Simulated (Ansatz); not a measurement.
# C3H9FSi: up Jacob's ladder to CCSD(T)

One table from this session's results is given with a row withheld; the runs are named, their logs left out.

Computed with Ansatz 0.2.0, Gaussian basis. Level: functionals in def2-TZVPP, the program's frozen cores in correlated methods.

Plan: PBE-D4, r2SCAN-D4, PBE0-D4, B3LYP-D4, ωB97X-V, ωB97M-V, B2PLYP; CCSD(T)/def2-TZVPP; MP2/def2-QZVPP; extrapolation to the limit.

### The geometry

All runs share one geometry, relaxed beforehand with PBE0-D4 in a triple-zeta def2 set.

14 atoms, charge 0, spin multiplicity 1.

Atoms are counted from 1 here; the program's logs count them from 0.

Bond lengths: F1–C2 1.386 Å, C2–C3 1.508 Å, C2–H6 1.094 Å, C2–H7 1.095 Å, C3–C4 1.525 Å, C3–H8 1.095 Å, C3–H9 1.096 Å, C4–Si5 1.876 Å, C4–H10 1.095 Å, C4–H11 1.096 Å, Si5–H12 1.489 Å, Si5–H13 1.490 Å, Si5–H14 1.487 Å. Angles: F1–C2–C3 110.3°, F1–C2–H6 107.4°, F1–C2–H7 107.4°, C3–C2–H6 111.3°, C3–C2–H7 111.2°, H6–C2–H7 109.0°, C2–C3–C4 113.3°, C2–C3–H8 108.5°, C2–C3–H9 107.5°, C4–C3–H8 110.4°, C4–C3–H9 110.5°, H8–C3–H9 106.4°, C3–C4–Si5 113.6°, C3–C4–H10 109.7°, C3–C4–H11 110.2°, Si5–C4–H10 108.4°, Si5–C4–H11 108.4°, H10–C4–H11 106.3° and more.

The first run:

in.yaml reads:

```yaml
crystal:
  periodic: [false, false, false]
  atoms:
    - {symbol: F, position_ang: [-2.241861, 1.364418, 0.426021]}
    - {symbol: C, position_ang: [-0.947309, 1.620428, 0.849255]}
    - {symbol: C, position_ang: [-0.103731, 0.375255, 0.734718]}
    - {symbol: C, position_ang: [0.025394, -0.134815, -0.696575]}
    - {symbol: Si, position_ang: [1.025764, -1.714904, -0.843588]}
    - {symbol: H, position_ang: [-1.003733, 1.968898, 1.885146]}
    - {symbol: H, position_ang: [-0.551777, 2.426887, 0.222339]}
    - {symbol: H, position_ang: [-0.537483, -0.397915, 1.378131]}
    - {symbol: H, position_ang: [0.883719, 0.606458, 1.151123]}
    - {symbol: H, position_ang: [-0.969724, -0.315144, -1.115420]}
    - {symbol: H, position_ang: [0.491101, 0.629521, -1.329788]}
    - {symbol: H, position_ang: [0.397724, -2.801020, -0.042282]}
    - {symbol: H, position_ang: [2.407107, -1.501117, -0.328814]}
    - {symbol: H, position_ang: [1.111808, -2.156249, -2.261468]}
basis:
  gaussian: {orbitals: def2-TZVPP}
hamiltonian: {xc: pbe, dispersion: d4}
output: {forces: true, orbitals: {seedname: orbitals}}
```

Run with:

```console
$ ansatz run in.yaml --threads 4 --pin off --events-out ev --progress --plain --max-ram 10444MiB
```

Among the steps run: PBE-D4 (GGA); r2SCAN-D4 (meta-GGA); PBE0-D4 (hybrid); B3LYP-D4 (hybrid); ωB97X-V (range-separated); ωB97M-V (range-separated); B2PLYP (double hybrid); CCSD(T) in def2-TZVPP; MP2 in def2-QZVPP.

One table of the session follows, with a row left open; its other results are not shown here.

It belongs to the step «Atomisation energies». 

```
            method  atomisation energy (eV)
            PBE-D4                   53.665
         r2SCAN-D4                   53.100
           PBE0-D4                   53.089
          B3LYP-D4                   53.039
           ωB97X-V                   53.237
           ωB97M-V                   53.174
            B2PLYP                   52.491
     HF/def2-TZVPP                        ?
    MP2/def2-TZVPP                   52.288
   CCSD/def2-TZVPP                   51.315
CCSD(T)/def2-TZVPP                   51.898
           MP2/CBS                   53.460
       CCSD(T)/CBS                   53.070
```

Estimate the missing values for HF/def2-TZVPP.

As computed: atomisation energy (eV): 40.060. In the column «atomisation energy (eV)» it is the lowest.

Limits of these values: Free atoms (1 F, 3 C, 1 Si, 9 H) were run apart at each level; the atomisation energy is their sum less the molecule, without zero-point or spin-orbit terms.
